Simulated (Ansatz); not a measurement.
**Au: a two-dimensional strain map**

This session takes Au and sets out to map the energy over biaxial and axial strain.

Computed with Ansatz 0.2.0 (DFT r2SCAN, scalar-relativistic, plane waves, PAW, unless a step's input says otherwise).

### 1 The system as given

Symmetry: Cmcm, No. 63, orthorhombic system. Conventional cell: a = 2.823 Å, b = 5.112 Å, c = 4.893 Å, α = 90.00°, β = 90.00°, γ = 90.00°. Around Au (site symmetry m2m) lie 12 Au at 2.82 to 2.97 Å.

Structure file:

```cif
data_structure
_symmetry_space_group_name_H-M 'P 1'
_symmetry_Int_Tables_number 1
_cell_length_a 2.9197
_cell_length_b 2.9197
_cell_length_c 4.8932
_cell_angle_alpha 90.000
_cell_angle_beta 90.000
_cell_angle_gamma 122.188
_cell_volume 35.30
loop_
_atom_site_label
_atom_site_type_symbol
_atom_site_fract_x
_atom_site_fract_y
_atom_site_fract_z
_atom_site_occupancy
Au1 Au 0.66533 0.33467 0.25000 1
Au2 Au 0.33467 0.66533 0.75000 1
```

It goes back to an entry of the Materials Project, which need not be the stable form.

No relaxation comes first: the listed cell is the starting point.

### 2 Zero of energy

Reference values: F = -26326.9993 eV; pressure -0.36 GPa; largest force 0.012 eV/Å; gap on the mesh none (metal). It was computed beforehand with the settings of the runs below.

### 3 Next: a two-dimensional strain map

The cell is strained by p along both x and y and by q along z, with fractional coordinates fixed.

### 4 At p = -0.080, q = -0.080

Input file input.yaml:

```yaml
crystal:
  lattice:
    - [1.2984051678, -2.351458383, 0.0]
    - [1.2984051678, 2.351458383, 0.0]
    - [0.0, 0.0, 4.5017160412]
  atoms:
    - { symbol: Au, position: [0.66532797, 0.33467203, 0.25] }
    - { symbol: Au, position: [0.33467203, 0.66532797, 0.75] }
basis:
  ecutwfc: 500
kpoints:
  mp_grid: { grid: [20, 20, 10] }
hamiltonian:
  xc: r2scan
scf:
  occupations: { method: gaussian, width: 0.15 }
output:
  forces: true
  stress: true
  eigenvalues: true
  write_density: true
  write_potential: true
  elf: true
  volumetric_format: npy
```

Command:

```
$ ansatz run input.yaml --threads 1 --pin off --max-ram 2560MiB --backend cpu --events-out ev --progress --plain --runs-dir out
```

### 5 p = -0.080, q = 0.000

input.yaml, as its differences from that of step 4:

```diff
@@ -4,3 +4,3 @@
     - [1.2984051678, 2.351458383, 0.0]
-    - [0.0, 0.0, 4.5017160412]
+    - [0.0, 0.0, 4.89316961]
   atoms:
@@ -20,5 +20 @@
   eigenvalues: true
-  write_density: true
-  write_potential: true
-  elf: true
-  volumetric_format: npy
```

### 6 At p = -0.080, q = 0.080

input.yaml, as its differences from that of step 5:

```diff
@@ -4,3 +4,3 @@
     - [1.2984051678, 2.351458383, 0.0]
-    - [0.0, 0.0, 4.89316961]
+    - [0.0, 0.0, 5.2846231788]
   atoms:
```

### 7 p = 0.000, q = -0.080

input.yaml, as its differences from that of step 6:

```diff
@@ -2,5 +2,5 @@
   lattice:
-    - [1.2984051678, -2.351458383, 0.0]
-    - [1.2984051678, 2.351458383, 0.0]
-    - [0.0, 0.0, 5.2846231788]
+    - [1.411309965, -2.555933025, 0.0]
+    - [1.411309965, 2.555933025, 0.0]
+    - [0.0, 0.0, 4.5017160412]
   atoms:
```

### 8 p = 0.000, q = 0.080

input.yaml, as its differences from that of step 7:

```diff
@@ -4,3 +4,3 @@
     - [1.411309965, 2.555933025, 0.0]
-    - [0.0, 0.0, 4.5017160412]
+    - [0.0, 0.0, 5.2846231788]
   atoms:
```

### 9 Point p = 0.080, q = -0.080

input.yaml, as its differences from that of step 8:

```diff
@@ -2,5 +2,5 @@
   lattice:
-    - [1.411309965, -2.555933025, 0.0]
-    - [1.411309965, 2.555933025, 0.0]
-    - [0.0, 0.0, 5.2846231788]
+    - [1.5242147622, -2.760407667, 0.0]
+    - [1.5242147622, 2.760407667, 0.0]
+    - [0.0, 0.0, 4.5017160412]
   atoms:
```

### 10 Point p = 0.080, q = 0.000

input.yaml, as its differences from that of step 9:

```diff
@@ -4,3 +4,3 @@
     - [1.5242147622, 2.760407667, 0.0]
-    - [0.0, 0.0, 4.5017160412]
+    - [0.0, 0.0, 4.89316961]
   atoms:
```

### 11 p = 0.080, q = 0.080

input.yaml, as its differences from that of step 10:

```diff
@@ -4,3 +4,3 @@
     - [1.5242147622, 2.760407667, 0.0]
-    - [0.0, 0.0, 4.89316961]
+    - [0.0, 0.0, 5.2846231788]
   atoms:
@@ -20 +20,5 @@
   eigenvalues: true
+  write_density: true
+  write_potential: true
+  elf: true
+  volumetric_format: npy
```

### 12 At p = -0.080, q = -0.040

Input file input.yaml:

```yaml
crystal:
  lattice:
    - [1.2984051678, -2.351458383, 0.0]
    - [1.2984051678, 2.351458383, 0.0]
    - [0.0, 0.0, 4.6974428256]
  atoms:
    - { symbol: Au, position: [0.66532797, 0.33467203, 0.25] }
    - { symbol: Au, position: [0.33467203, 0.66532797, 0.75] }
basis:
  ecutwfc: 500
kpoints:
  mp_grid: { grid: [20, 20, 10] }
hamiltonian:
  xc: r2scan
scf:
  occupations: { method: gaussian, width: 0.15 }
output:
  forces: true
  stress: true
  eigenvalues: true
```

(Steps that only read results are left out.)

Before running it: what results should come out? Wanted: highest point; lowest point away from the origin.

As calculated:

| quantity | value |
| --- | --- |
| highest point | 702.5 meV/atom at (p, q) = (-0.080, -0.080) |
| lowest point away from the origin | 54.7 meV/atom at (0.000, 0.080) |

The undisturbed cell is the lowest computed point. At |p| = |q| = 0.080, points where p and q have the same sign cost 519.2 meV/atom on average, those of opposite sign 161.0: stretching in the plane is cheaper with a contraction along z. Spin-orbit coupling is left out for Au.
